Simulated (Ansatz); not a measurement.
## EuSbAu, space group P6_3/mmc: a single point from an input typed as a dict

Computed with Ansatz's Python interface.

`run_deck.py`:
```python
import json
import warnings

import ansatz as az

warnings.simplefilter("ignore", az.DeckWarning)

deck = {
    "crystal": {
        "lattice": [[4.669, 0.0, 0.0], [-2.3345, 4.043473, 0.0], [0.0, 0.0, 8.486]],
        "atoms": [
            {"symbol": "Eu", "position": [0.0, 0.0, 0.0], "spin": 4.9},
            {"symbol": "Eu", "position": [0.0, 0.0, 0.5], "spin": -4.9},
            {"symbol": "Sb", "position": [0.333333, 0.666667, 0.25]},
            {"symbol": "Sb", "position": [0.666667, 0.333333, 0.75]},
            {"symbol": "Au", "position": [0.333333, 0.666667, 0.75]},
            {"symbol": "Au", "position": [0.666667, 0.333333, 0.25]},
        ],
    },
    "magnetization": {"spin_polarized": True},
    "kpoints": {"mp_grid": {"kspacing": 0.3}},
    "hamiltonian": {"xc": "lda"},
    "scf": {"occupations": {"method": "cold", "width": 0.05}},
    "basis": {"ecutwfc": "38 Ry"},
    "output": {"forces": True},
}

done = az.Session.from_dict(deck).plan().execute()
report = done.report

for key in ("converged", "n_iterations", "n_electrons", "n_kpoints", "n_pw", "n_symmetry_ops", "free_energy_ev", "fermi_energy_ev"):
    print(f"{key:18s} {report[key]}")

print("forces (eV/A)")
for site, force in zip(done.lattice.sites, report["forces_ev_ang"]):
    print(f"  {site.symbol:2s} {force[0]:9.4f} {force[1]:9.4f} {force[2]:9.4f}")

print(f"net moment {report['magnetization_mub']:.3f} muB, absolute {report['absolute_magnetization_mub']:.3f} muB")
for index, (site, m) in enumerate(zip(done.lattice.sites, report["site_moments_mub"])):
    print(f"  {index:2d} {site.symbol:2s} {m:7.3f}")

print("doubts on the final state:", report["published_state_doubts"] or "none")
print("warnings:", sorted({n["data"]["kind"] for n in done.notices if n["data"].get("severity") in ("warning", "doubt")}) or "none")

keep = ["free_energy_ev", "energy_sigma0_ev", "fermi_energy_ev", "n_iterations", "converged", "magnetization_mub", "n_kpoints"]
with open("eusbau.json", "w") as handle:
    json.dump({key: report[key] for key in keep}, handle, indent=1)
```

Output of `python run_deck.py`:
```text
converged          True
n_iterations       27
n_electrons        102.0
n_kpoints          17
n_pw               4273
n_symmetry_ops     12
free_energy_ev     -55538.04931715889
fermi_energy_ev    12.900296032785993
forces (eV/A)
  Eu   -0.0000   -0.0000    0.0000
  Eu    0.0000    0.0000    0.0000
  Sb   -0.0000   -0.0000   -0.0000
  Sb    0.0000    0.0000    0.0000
  Au   -0.0000   -0.0000    0.0000
  Au   -0.0000    0.0000   -0.0000
net moment 0.000 muB, absolute 14.063 muB
   0 Eu   6.843
   1 Eu  -6.843
   2 Sb   0.000
   3 Sb   0.000
   4 Au   0.000
   5 Au   0.000
doubts on the final state: ['stability_check_not_made']
warnings: ['stability_check_not_made']
```

It writes `eusbau.json`:
```json
{
 "free_energy_ev": -55538.04931715889,
 "energy_sigma0_ev": -55538.06538602753,
 "fermi_energy_ev": 12.900296032785993,
 "n_iterations": 27,
 "converged": true,
 "magnetization_mub": 9.813421078064266e-05,
 "n_kpoints": 17
}
```

Caveats:
- Total energies depend on the potentials; only differences at equal settings carry meaning. A total without «per atom» is that of the cell as typed.
- Open f shells: without a Hubbard U, without spin-orbit coupling; the state reached hangs on the start and needn't be the lowest.
- For a metal this k-point mesh is coarse: on a finer one energies can move by several to tens of meV an atom and pressures by half a GPa or more, differences at one mesh by less.
- Only differences from the Fermi energy are physical; the zero of the scale is a convention.
- The starting cell is as deposited in a crystallographic database; the results hold for this polymorph, which needn't be the stable one.
- Run time: 80 s on 1 thread of Arm Neoverse V1, on a shared host, peak memory 0.8 GiB.

(Lines on the test bed's own set-up are left out of the output.)
